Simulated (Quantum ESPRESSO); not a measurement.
# ZrNbP2 (P6mm) in Quantum ESPRESSO: further runs

The runs below take ZrNbP2 through single point, with PBE, BP86+D3(BJ).

All numbers are computed with Quantum ESPRESSO 7.5; they aren't measurements. Logs are shortened: lines on timing, memory, paths and dates and some standing lists are left out, and cuts for length are marked.

## Step 1: The crystal as given

It takes space group P6mm (No. 183, hexagonal). The conventional cell has a = 4.324 Å, b = 4.324 Å, c = 4.888 Å, α = 90.00°, β = 90.00°, γ = 120.00°. Zr (site symmetry 6mm) has 1 Nb at 2.27 Å as nearest neighbours. Around Nb (site symmetry 6mm) lie 1 Zr at 2.27 Å and 6 P at 2.60 Å. P (site symmetry 3m) has 3 P at 2.50 Å and 3 Nb at 2.60 Å as nearest neighbours.

The cell was built by a generator and needn't be a form met in nature.

## Step 2: Single point, PBE

run.py

```python
import numpy as np
from ase.calculators.espresso import Espresso, EspressoProfile
from ase.io import read

atoms = read('ZrNbP2.xyz')

input_data = {
    'control': {'calculation': 'scf', 'prefix': 'pwscf', 'outdir': './tmp', 'tprnfor': True, 'tstress': True, 'disk_io': 'nowf'},
    'system': {'ecutwfc': 55.0, 'ecutrho': 440.0, 'nbnd': 25, 'occupations': 'smearing', 'smearing': 'fd', 'degauss': 0.00367493},
    'electrons': {'conv_thr': 8e-10, 'electron_maxstep': 120, 'mixing_beta': 0.5},
}
pseudopotentials = {'P': 'P.pbe-n-rrkjus_psl.1.0.0.UPF', 'Nb': 'Nb.pbe-spn-kjpaw_psl.0.3.0.UPF', 'Zr': 'Zr_pbe_v1.uspp.F.UPF'}
profile = EspressoProfile(command='pw.x', pseudo_dir='pseudo')
dft = Espresso(profile=profile, input_data=input_data, pseudopotentials=pseudopotentials, kpts=(7, 7, 6), koffset=(0, 0, 0))
atoms.calc = dft

print(f'energy {atoms.get_potential_energy():.8f} eV')
print('forces (eV/A)')
print(np.round(atoms.get_forces(), 6))
print('stress (eV/A^3, Voigt)')
print(np.round(atoms.get_stress(), 8))
print(f'Fermi level {dft.get_fermi_level():.4f} eV')
```

ZrNbP2.xyz

```xyz
4
Lattice="4.3235075800 0.0000000000 0.0000000000 -2.1617537900 3.7442674000 0.0000000000 0.0000000000 0.0000000000 4.8883706400" Properties=species:S:1:pos:R:3 pbc="T T T"
Zr     0.0000000000      0.0000000000      2.6569224685
Nb     0.0000000000      0.0000000000      0.3874923904
P     -0.0000000216      2.4961782791      4.5366834625
P      2.1617538116      1.2480891209      4.5366834625
```

Potentials or basis: SSSP 1.3 efficiency PBE.

The run is started by

```bash
> OMP_NUM_THREADS=1 python run.py
```

What it wrote:

```text
energy -6277.28935753 eV
forces (eV/A)
[[ 0.        0.        3.717772]
 [ 0.        0.       -1.494678]
 [ 0.        0.       -1.111547]
 [ 0.        0.       -1.111547]]
stress (eV/A^3, Voigt)
[ 0.00722039  0.00722039 -0.11556207 -0.         -0.          0.        ]
Fermi level 11.7446 eV
```

espresso.pwi:

```text
&CONTROL
   calculation      = 'scf'
   tstress          = .true.
   tprnfor          = .true.
   outdir           = './tmp'
   prefix           = 'pwscf'
   disk_io          = 'nowf'
   pseudo_dir       = 'pseudo'
/
&SYSTEM
   nbnd             = 25
   ecutwfc          = 55.0
   ecutrho          = 440.0
   occupations      = 'smearing'
   degauss          = 0.00367493
   smearing         = 'fd'
   ntyp             = 3
   nat              = 4
   ibrav            = 0
/
&ELECTRONS
   electron_maxstep = 120
   conv_thr         = 8e-10
   mixing_beta      = 0.5
/
&IONS
/
&CELL
/
&FCP
/
&RISM
/
ATOMIC_SPECIES
Zr 91.224 Zr_pbe_v1.uspp.F.UPF
Nb 92.90637 Nb.pbe-spn-kjpaw_psl.0.3.0.UPF
P 30.973761998 P.pbe-n-rrkjus_psl.1.0.0.UPF

K_POINTS automatic
7 7 6  0 0 0

CELL_PARAMETERS angstrom
4.32350758000000 0.00000000000000 0.00000000000000
-2.16175379000000 3.74426740000000 0.00000000000000
0.00000000000000 0.00000000000000 4.88837064000000

ATOMIC_POSITIONS angstrom
Zr 0.0000000000 0.0000000000 2.6569224685  
Nb 0.0000000000 0.0000000000 0.3874923904  
P -0.0000000216 2.4961782791 4.5366834625  
P 2.1617538116 1.2480891209 4.5366834625
```

espresso.pwo:

```text
This program is part of the open-source Quantum ESPRESSO suite
     for quantum simulation of materials; please cite
         "P. Giannozzi et al., J. Phys.:Condens. Matter 21 395502 (2009);
         "P. Giannozzi et al., J. Phys.:Condens. Matter 29 465901 (2017);
         "P. Giannozzi et al., J. Chem. Phys. 152 154105 (2020);
     in publications or presentations arising from this work. More details at

Warning: card &CELL ignored
Warning: card &FCP ignored
Warning: card &RISM ignored

     file Nb.pbe-spn-kjpaw_psl.0.3.0.UPF: wavefunction(s)  4S 4P renormalized
     Message from routine setup:
     using ibrav=0 with symmetry is DISCOURAGED, use correct ibrav instead

     G-vector sticks info
     --------------------
     sticks:   dense  smooth     PW     G-vecs:    dense   smooth      PW
     Sum        2029    1015    295                83245    29401    4613

     Using Slab Decomposition

     bravais-lattice index     =            0
     lattice parameter (alat)  =       8.1702  a.u.
     unit-cell volume          =     534.0277 (a.u.)^3
     number of atoms/cell      =            4
     number of atomic types    =            3
     number of electrons       =        35.00
     number of Kohn-Sham states=           25
     kinetic-energy cutoff     =      55.0000  Ry
     charge density cutoff     =     440.0000  Ry
     scf convergence threshold =      8.0E-10
     mixing beta               =       0.5000
     number of iterations used =            8  plain     mixing
     Exchange-correlation= PBE
                           (   1   4   3   4   0   0   0)

     celldm(1)=   8.170245  celldm(2)=   0.000000  celldm(3)=   0.000000
     celldm(4)=   0.000000  celldm(5)=   0.000000  celldm(6)=   0.000000

     crystal axes: (cart. coord. in units of alat)
               a(1) = (   1.000000   0.000000   0.000000 )
               a(2) = (  -0.500000   0.866025   0.000000 )
               a(3) = (   0.000000   0.000000   1.130649 )

     reciprocal axes: (cart. coord. in units 2 pi/alat)
               b(1) = (  1.000000  0.577350 -0.000000 )
               b(2) = (  0.000000  1.154701  0.000000 )
               b(3) = (  0.000000 -0.000000  0.884448 )

     PseudoPot. # 1 for Zr read from file:
     Zr_pbe_v1.uspp.F.UPF
     Pseudo is Ultrasoft + core correction, Zval = 12.0
     Generated by new atomic code, or converted to UPF format
     Using radial grid of  887 points,  6 beta functions with:
                l(1) =   0
                l(2) =   0
                l(3) =   1
                l(4) =   1
                l(5) =   2
                l(6) =   2
     Q(r) pseudized with  6 coefficients,  rinner =    1.200   1.200   1.200
                                                       1.200   1.200

     PseudoPot. # 2 for Nb read from file:
     Nb.pbe-spn-kjpaw_psl.0.3.0.UPF
     Pseudo is Projector augmented-wave + core cor, Zval = 13.0
     Generated using "atomic" code by A. Dal Corso  v.5.0.99 svn rev. 10869
     Shape of augmentation charge: PSQ
     Using radial grid of 1227 points,  6 beta functions with:
                l(1) =   0
                l(2) =   0
                l(3) =   1
                l(4) =   1
                l(5) =   2
                l(6) =   2
     Q(r) pseudized with 0 coefficients

     PseudoPot. # 3 for P  read from file:
     P.pbe-n-rrkjus_psl.1.0.0.UPF
     Pseudo is Ultrasoft + core correction, Zval =  5.0
     Generated using "atomic" code by A. Dal Corso  v.5.1
     Using radial grid of 1147 points,  6 beta functions with:
                l(1) =   0
                l(2) =   0
                l(3) =   1
                l(4) =   1
                l(5) =   2
                l(6) =   2
     Q(r) pseudized with 0 coefficients

     atomic species   valence    mass     pseudopotential
     Zr               12.00    91.22400     Zr( 1.00)
     Nb               13.00    92.90637     Nb( 1.00)
     P                 5.00    30.97376     P ( 1.00)

     12 Sym. Ops. (no inversion) found

   Cartesian axes

     site n.     atom                  positions (alat units)
         1        Zr     tau(   1) = (   0.0000000   0.0000000   0.6145294  )
         2        Nb     tau(   2) = (   0.0000000   0.0000000   0.0896245  )
         3        P      tau(   3) = (  -0.0000000   0.5773503   1.0493062  )
         4        P      tau(   4) = (   0.5000000   0.2886751   1.0493062  )

     number of k points=    32  Fermi-Dirac smearing, width (Ry)=  0.0037
                       cart. coord. in units 2pi/alat
        k(    1) = (   0.0000000   0.0000000   0.0000000), wk =   0.0068027
        k(    2) = (   0.0000000   0.0000000   0.1474079), wk =   0.0136054
        k(    3) = (   0.0000000   0.0000000   0.2948159), wk =   0.0136054
        k(    4) = (   0.0000000   0.0000000  -0.4422238), wk =   0.0068027
        k(    5) = (   0.0000000   0.1649572   0.0000000), wk =   0.0408163
        k(    6) = (   0.0000000   0.1649572   0.1474079), wk =   0.0816327
[... 24 lines left out ...]
        k(   31) = (   0.2857143   0.4948717   0.2948159), wk =   0.0816327
        k(   32) = (   0.2857143   0.4948717  -0.4422238), wk =   0.0408163

     Dense  grid:    83245 G-vectors     FFT dimensions: (  60,  60,  64)

     Smooth grid:    29401 G-vectors     FFT dimensions: (  40,  40,  45)

     Initial potential from superposition of free atoms

     starting charge      34.9954, renormalised to      35.0000

     negative rho (up, down):  6.044E-02 0.000E+00
     Starting wfcs are   31 randomized atomic wfcs

     Self-consistent Calculation

     iteration #  1     ecut=    55.00 Ry     beta= 0.50
     Davidson diagonalization with overlap
     ethr =  1.00E-02,  avg # of iterations =  2.8

     Threshold (ethr) on eigenvalues was too large:
     Diagonalizing with lowered threshold

     Davidson diagonalization with overlap
     ethr =  4.56E-04,  avg # of iterations =  2.4

     negative rho (up, down):  5.978E-02 0.000E+00

     total energy              =    -461.35211657 Ry
     estimated scf accuracy    <       0.16676764 Ry

     iteration #  2     ecut=    55.00 Ry     beta= 0.50
     Davidson diagonalization with overlap
     ethr =  4.76E-04,  avg # of iterations =  2.2

     negative rho (up, down):  5.931E-02 0.000E+00

     total energy              =    -461.36243306 Ry
     estimated scf accuracy    <       0.02921543 Ry

     iteration #  3     ecut=    55.00 Ry     beta= 0.50
     Davidson diagonalization with overlap
     ethr =  8.35E-05,  avg # of iterations =  6.0
[... 69 lines left out ...]
     iteration # 11     ecut=    55.00 Ry     beta= 0.50
     Davidson diagonalization with overlap
     ethr =  7.55E-11,  avg # of iterations =  2.1

     negative rho (up, down):  5.913E-02 0.000E+00

     total energy              =    -461.37229834 Ry
     estimated scf accuracy    <          3.3E-09 Ry

     iteration # 12     ecut=    55.00 Ry     beta= 0.50
     Davidson diagonalization with overlap
     ethr =  9.41E-12,  avg # of iterations =  1.8

     negative rho (up, down):  5.913E-02 0.000E+00

     End of self-consistent calculation

          k = 0.0000 0.0000 0.0000 (  3693 PWs)   bands (ev):

   -42.2636 -37.1608 -19.4734 -18.4696 -18.4696 -15.2514 -15.2514 -14.2662
    -1.5925   5.6876   6.1298   6.1298   7.1656   8.7842   8.7842   9.6839
    10.7763  13.0664  13.0664  13.3072  13.4752  13.4752  14.8406  14.8406
    17.5973

          k = 0.0000 0.0000 0.1474 (  3694 PWs)   bands (ev):

   -42.2608 -37.1697 -19.3420 -18.4657 -18.4657 -15.2589 -15.2589 -14.4699
    -1.5615   5.7029   6.1599   6.1599   6.8343   9.0023   9.0023  10.1259
    11.5895  12.6515  12.6515  13.1686  13.2033  13.2033  15.2985  15.2985
    17.3743

          k = 0.0000 0.0000 0.2948 (  3688 PWs)   bands (ev):

   -42.2550 -37.1876 -19.0458 -18.4579 -18.4579 -15.2740 -15.2740 -14.9064
    -1.4997   5.7339   6.2225   6.2225   6.3019   9.5687   9.5687  11.5672
    12.0888  12.0888  12.4908  12.4908  12.9134  13.1285  15.9389  15.9389
    17.0478
[... 192 lines left out ...]
   -42.2536 -37.1860 -19.0407 -18.4930 -18.4814 -15.3013 -15.2926 -14.8992
     0.3884   1.2016   5.5796   8.0687   8.4103  10.1960  10.3725  11.1014
    11.5059  11.5720  13.2850  13.8522  14.1362  14.7924  15.3106  15.7475
    16.0538

          k = 0.2857 0.4949-0.4422 (  3708 PWs)   bands (ev):

   -42.2507 -37.1949 -18.8705 -18.4887 -18.4772 -15.3095 -15.3006 -15.1367
     0.4046   1.2188   5.6274   8.0377   8.4420  10.2212  10.4449  11.4286
    11.6226  12.2745  13.3650  13.9122  14.0701  14.4573  14.7812  15.0972
    15.9365

     the Fermi energy is    11.7446 ev

!    total energy              =    -461.37229834 Ry
     estimated scf accuracy    <          1.0E-10 Ry
     smearing contrib. (-TS)   =      -0.00293251 Ry
     internal energy E=F+TS    =    -461.36936583 Ry

     The total energy is F=E-TS. E is the sum of the following terms:
     one-electron contribution =     -74.00610407 Ry
     hartree contribution      =      52.61924856 Ry
     xc contribution           =     -55.80276631 Ry
     ewald contribution        =    -175.68870700 Ry
     one-center paw contrib.   =    -208.49103702 Ry

     convergence has been achieved in  12 iterations

     negative rho (up, down):  5.913E-02 0.000E+00

     Forces acting on atoms (cartesian axes, Ry/au):

     atom    1 type  1   force =     0.00000000    0.00000000    0.14459831
     atom    2 type  2   force =     0.00000000    0.00000000   -0.05813372
     atom    3 type  3   force =     0.00000000    0.00000000   -0.04323229
     atom    4 type  3   force =     0.00000000    0.00000000   -0.04323229

     Total force =     0.167410     Total SCF correction =     0.000014

     Computing stress (Cartesian axis) and pressure

     negative rho (up, down):  5.913E-02 0.000E+00
          total   stress  (Ry/bohr**3)                   (kbar)     P=       54.00
  -0.00007864  -0.00000000   0.00000000          -11.57       -0.00        0.00
   0.00000000  -0.00007864   0.00000000            0.00      -11.57        0.00
   0.00000000   0.00000000   0.00125863            0.00        0.00      185.15

=------------------------------------------------------------------------------=
   JOB DONE.
=------------------------------------------------------------------------------=
```

Wall time 72 s (1 thread of Intel Xeon Platinum 8488C (Sapphire Rapids), shared host); peak memory 0.38 GiB.

Results:

```yaml
Free_energy: -6277.2899 eV
Pressure: 5.4 GPa
Largest_force: 3.718 eV/Å
Band_gap_on_the_k_mesh: none (metal or under the smearing width)
```

Forces in eV/Å, atoms in the order of the input:
```
Zr   0.000  0.000  3.718
Nb   0.000  0.000 -1.495
P    0.000  0.000 -1.112
P    0.000  0.000 -1.112
```

Levels at points of the mesh, in eV from the Fermi level:
```tsv
k point	band 14	band 15	band 16	band 17	band 18	band 19	band 20	band 21	band 22	band 23
(0.00, 0.00, 0.00)	-2.96	-2.96	-2.06	-0.97	1.32	1.32	1.56	1.73	1.73	3.10
(0.00, 0.00, -0.50)	-1.74	-1.74	0.12	0.12	0.23	0.23	1.05	1.31	1.98	4.45
```

Caveat: forces of over 1 eV/Å show positions far from the minimum, so gaps and moduli don't describe the material at rest.

## Step 3: Single point, BP86+D3(BJ)

pw.in

```
&CONTROL
  calculation = 'scf'
  prefix = 'pwscf'
  outdir = './tmp'
  pseudo_dir = './pseudo'
  tprnfor = .true.
  tstress = .true.
  disk_io = 'nowf'
/
&SYSTEM
  ibrav = 0
  nat = 4
  ntyp = 3
  ecutwfc = 82
  nbnd = 25
  input_dft = 'bp'
  occupations = 'smearing'
  smearing = 'fd'
  degauss = 0.00367493
  vdw_corr = 'grimme-d3'
  dftd3_version = 4
  dftd3_threebody = .false.
/
&ELECTRONS
  conv_thr = 8d-10
  electron_maxstep = 120
  mixing_beta = 0.5
/
ATOMIC_SPECIES
Zr    91.2240 Zr.upf
Nb    92.9064 Nb.upf
P     30.9738 P.upf
CELL_PARAMETERS bohr
   8.1702452239    0.0000000000    0.0000000000
  -4.0851226120    7.0756399234    0.0000000000
   0.0000000000    0.0000000000    9.2376817053
ATOMIC_POSITIONS bohr
Zr     0.0000000000    0.0000000000    5.0208557999
Nb     0.0000000000    0.0000000000    0.7322544933
P     -0.0000000409    4.7170933058    8.5730892582
P      4.0851226528    2.3585466175    8.5730892582
K_POINTS automatic
7 7 6 0 0 0
```

Potentials or basis: PseudoDojo 0.4.1 SR LDA standard.

The run is started by

```bash
> OMP_NUM_THREADS=1 pw.x -in pw.in > pw.out
```

Run time: 71 s. Hardware: 1 thread of Intel Xeon Platinum 8488C (Sapphire Rapids), shared host; peak memory 0.18 GiB.

Results (log left out):

* Free energy: -3468.2862 eV
* Pressure: -3.7 GPa
* Largest force: 3.639 eV/Å
* Band gap on the k mesh: none (metal or under the smearing width)

Forces on the atoms (eV/Å):
```
Zr   0.000  0.000  3.639
Nb   0.000  0.000 -1.416
P    0.000  0.000 -1.111
P    0.000  0.000 -1.111
```

Stress tensor (GPa, compression positive):
```
-10.01   0.00   0.00
  0.00 -10.01   0.00
  0.00   0.00   8.92
```

Levels at points of the mesh, in eV from the Fermi level:
```tsv
k point	band 16	band 17	band 18	band 19	band 20	band 21
(0.00, 0.00, 0.00)	-2.04	-0.92	1.31	1.31	1.51	1.70
(0.00, 0.00, -0.50)	0.14	0.14	0.22	0.22	1.02	1.31
```

Caveat: the potentials were made for another functional, which shifts forces and pressure; pairwise dispersion overbinds metals, which lowers pressure and volume.
